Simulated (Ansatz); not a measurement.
# YbCd2IO4 (element-swapped structure): how the settings move a single-point run

Question: which choices in the input matter for YbCd2IO4 (element-swapped structure)?

Method: reference: DFT PBE, plane waves, PAW, scalar-relativistic, no spin polarisation, in Ansatz 0.2.0.

### 1 The starting structure

The structure is tetragonal, space group P4/mmm (No. 123). Conventional cell: a = 3.798 Å, b = 3.798 Å, c = 9.219 Å, α = 90.00°, β = 90.00°, γ = 90.00°. Cd (site symmetry 4mm) has 4 O at 2.17 Å as nearest neighbours. Yb (site symmetry 4/mmm) is surrounded by 8 O at 2.34 Å. Around I (site symmetry 4/mmm) lie 8 Cd at 3.46 Å. O (site symmetry 2mm) is surrounded by 2 Cd at 2.17 Å and 2 Yb at 2.34 Å.

Structure file:

```xyz
8
Lattice="3.7980 0.0000 0.0000 0.0000 3.7980 0.0000 0.0000 0.0000 9.2187" Properties=species:S:1:pos:R:3 pbc="T T T"
Cd    1.8990    1.8990    6.7978
Cd    1.8990    1.8990    2.4208
Yb    0.0000    0.0000    0.0000
I     0.0000    0.0000    4.6093
O     1.8990    0.0000    7.8543
O     0.0000    1.8990    7.8543
O     1.8990    0.0000    1.3644
O     0.0000    1.8990    1.3644
```

### 2 Baseline

File input.yaml:

```yaml
crystal:
  lattice:
    - [3.797963, 0.0, 0.0]
    - [0.0, 3.797963, 0.0]
    - [0.0, 0.0, 9.218664]
  atoms:
    - { symbol: Cd, position: [0.5, 0.5, 0.7374] }
    - { symbol: Cd, position: [0.5, 0.5, 0.2626] }
    - { symbol: Yb, position: [0.0, 0.0, 0.0] }
    - { symbol: I, position: [0.0, 0.0, 0.5] }
    - { symbol: O, position: [0.5, 0.0, 0.852] }
    - { symbol: O, position: [0.0, 0.5, 0.852] }
    - { symbol: O, position: [0.5, 0.0, 0.148] }
    - { symbol: O, position: [0.0, 0.5, 0.148] }
  symmetry: { tolerance: 0.0003 }
kpoints:
  mp_grid: { grid: [5, 5, 2], shift: [0, 0, 0] }
magnetization:
  spin_polarized: false
scf:
  occupations: { method: fermi_dirac }
hamiltonian:
  pseudopotentials: { kind: paw }
  xc: pbe
basis:
  ecutwfc: 420
output:
  forces: true
  stress: true
  eigenvalues: true
```

On the command line:

```sh
> ansatz run input.yaml --threads 1 --pin off --max-ram 2560MiB --backend cpu --events-out ev --progress --plain --runs-dir out
```

### 3 Again, with mp_grid.grid [4, 4, 2], occupations.method cold, occupations.width 0.05

Edit input.yaml of step 2 so:

```diff
@@ -16,3 +16,3 @@
 kpoints:
-  mp_grid: { grid: [5, 5, 2], shift: [0, 0, 0] }
+  mp_grid: { grid: [4, 4, 2], shift: [0, 0, 0] }
 magnetization:
@@ -20,3 +20,3 @@
 scf:
-  occupations: { method: fermi_dirac }
+  occupations: { method: cold, width: 0.05 }
 hamiltonian:
```

### 4 Variant: symmetry.detect false, mp_grid.grid [2, 2, 1], tolerance left out

Edit input.yaml of step 2 so:

```diff
@@ -14,5 +14,5 @@
     - { symbol: O, position: [0.0, 0.5, 0.148] }
-  symmetry: { tolerance: 0.0003 }
+  symmetry: { detect: false }
 kpoints:
-  mp_grid: { grid: [5, 5, 2], shift: [0, 0, 0] }
+  mp_grid: { grid: [2, 2, 1], shift: [0, 0, 0] }
 magnetization:
```

### 5 Variant: xc rpbe, ecutwfc 600 eV

Edit input.yaml of step 2 so:

```diff
@@ -23,5 +23,5 @@
   pseudopotentials: { kind: paw }
-  xc: pbe
+  xc: rpbe
 basis:
-  ecutwfc: 420
+  ecutwfc: "600 eV"
 output:
```

What does the calculation give? Wanted: for each run, ending; energy change; pressure; gap; force.

**Answer**, as computed:

```
                                                                       run     ending        energy change  pressure (GPa)  gap (eV)  force (eV/Å)  cycles   time
                                                                 reference  converged                    0             4.0      0.00          0.33      13  9.8 s
1: mp_grid.grid [4, 4, 2], occupations.method cold, occupations.width 0.05  converged  +9.3 meV/atom (σ→0)             4.0      0.00          0.40      22   15 s
      2: symmetry.detect false, mp_grid.grid [2, 2, 1], tolerance left out  converged       +87.1 meV/atom             5.9      0.00          0.21      13  3.9 s
                                                3: xc rpbe, ecutwfc 600 eV  converged       not comparable             7.5      0.00          0.37      14   15 s
```

Residual by cycle in the longest SCF loop of each run; runs are numbered as in the table. The quantity is the density residual dr2, in eV.

```
cycle  reference    run 1    run 2   run 3
    1      0.109      711     0.58   0.167
    3      0.385     75.5    0.766   0.917
    5       0.13     18.6     0.28   0.396
    7     0.0169     3.43  0.00109  0.0233
    9     1.1e-5     2.25  0.00398  8.1e-5
   11     3.9e-6     1.38   9.4e-6  8.6e-7
   12     1.1e-6     0.36   1.1e-7  1.7e-5
   14          -   0.0165        -  1.8e-8
   16          -  0.00271        -       -
   18          -   4.9e-4        -       -
   20          -   5.2e-7        -       -
   22          -   1.8e-8        -       -
```

What this shows: Of the variants the dearest is «xc rpbe, ecutwfc 600 eV» (15 s), the cheapest «symmetry.detect false, mp_grid.grid [2, 2, 1], tolerance left out» (3.9 s), on a shared host.

The reference has limits of its own: it has no spin polarisation, so a magnetic state may lie lower; its f shells have neither a U nor exact exchange and are poorly placed; its mesh is coarse for a cell with so small a gap or none; the structure is made up and not relaxed.
